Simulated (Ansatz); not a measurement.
# Cd2S5: the cost of one run

Program: Ansatz 0.2.0. Level of theory: DFT PBE, scalar-relativistic, plane waves, PAW, unless a step names another level. These are calculated values, not measurements.

7 further runs of the same task are left out: 1 that didn't finish, 6 set aside as unsound or not needed. Runs told in other sessions of the task aren't counted.

## Step 1: What the formula suggests

Pauling electronegativities: Cd 1.69, S 2.58 (spread 0.89). No set of common oxidation states balances it. Tabulated atomic sizes suggest about 23 Å³/atom. 23 candidates were drawn, by swapping species into database cells of other compounds, at random by space group and Wyckoff sites, or by hand, as the table says:

| name | made from | space group no. | Wyckoff sites | atoms (primitive cell) | V (Å³/atom) |
| --- | --- | --- | --- | --- | --- |
| c01 | random | 160 | Cd 3a, 3a; S 9b, 3a, 3a | 7 | 29.3 |
| c02 | random | 123 | Cd 2f; S 4j, 1c | 7 | 28.6 |
| c03 | random | 139 | Cd 4e; S 8g, 2a | 7 | 26.5 |
| c04 | random | 191 | Cd 2c; S 4h, 1a | 7 | 23.9 |
| c05 | built by hand: zincblende-derived Cd2(S)(S4) | 5 | Cd 4c; S 4c, 4c, 2a | 7 | 23.5 |
| c06 | database cell of Ga2Te5 | 87 | Cd 4d; S 8h, 2a | 7 | 25.9 |
| c07 | random | 191 | Cd 2c; S 3f, 2e | 7 | 24.0 |
| c08 | built by hand: CdS (110) slabs with helical S chains | 1 | Cd 1a, 1a; S 1a, 1a, 1a, 1a, 1a | 7 | 25.2 |
| c09 | random | 191 | Cd 2d; S 2c, 2e, 1b | 7 | 24.7 |
| c10 | random | 166 | Cd 6c; S 3a, 9e, 3b | 7 | 25.4 |
| c11 | random | 216 | Cd 4b, 4a; S 16e, 4c | 7 | 28.2 |
| c12 | random | 123 | Cd 1d, 1b; S 4j, 1c | 7 | 26.0 |
| c13 | built by hand: V2O5 | 59 | Cd 4e; S 4e, 2a, 4e | 14 | 22.6 |
| c14 | built by hand: zincblende-derived Cd2(S2)(S3) | 1 | Cd 1a, 1a; S 1a, 1a, 1a, 1a, 1a | 7 | 23.9 |
| c15 | random | 99 | Cd 1b, 1b; S 1a, 4f | 7 | 24.5 |
| c16 | random | 187 | Cd 1b, 1d; S 1c, 3j, 1e | 7 | 27.1 |
| c17 | random | 139 | Cd 4d; S 4c, 4e, 2a | 7 | 24.7 |
| c18 | random | 123 | Cd 2g; S 4o, 1a | 7 | 28.8 |
| c19 | random | 191 | Cd 2c; S 3g, 1a, 1b | 7 | 24.8 |
| c20 | random | 216 | Cd 4a, 4d; S 16e, 4b | 7 | 26.1 |
| c21 | random | 191 | Cd 2c; S 1a, 3f, 1b | 7 | 27.9 |
| c22 | random | 139 | Cd 4d; S 8i, 2a | 7 | 28.9 |
| c23 | random | 191 | Cd 2e; S 2e, 3f | 7 | 27.6 |

## Step 2: Screening run of c08

input.yaml

```yaml
crystal:
  lattice:
    - [4.2, 0.0, 0.0]
    - [0.0, 5.83, 0.0]
    - [0.0, 0.0, 7.2]
  atoms:
    - { symbol: Cd, position: [0.0, 0.0, 0.0] }
    - { symbol: Cd, position: [0.5, 0.5, 0.286] }
    - { symbol: S, position: [0.0, 0.25, 0.286] }
    - { symbol: S, position: [0.0, 0.5, 0.765] }
    - { symbol: S, position: [0.3333, 0.631, 0.582] }
    - { symbol: S, position: [0.6667, 0.369, 0.582] }
    - { symbol: S, position: [0.5, 0.75, 0.0] }
basis:
  ecutwfc: 420
kpoints:
  mp_grid: { grid: [4, 3, 3] }
hamiltonian:
  xc: pbe
scf:
  occupations: { method: gaussian, width: 0.2 }
  lower_state_search: "off"
output:
  forces: true
  stress: true
  eigenvalues: true
relax:
  adjacent_minimum: "off"
  f_tol: 0.08
  max_steps: 16
  cell: { stress_tol: 0.8 }
```

On the command line:

```
ansatz run input.yaml --threads 1 --pin off --max-ram 2560MiB --backend cpu --events-out ev --progress --plain --runs-dir out
```

**Question.** How long does this run take on 1 thread of Intel Xeon Platinum 8375C at 2.90GHz (Ice Lake), shared host, and how much memory does it need?

About 2.9 min, with a peak of 0.51 GiB.
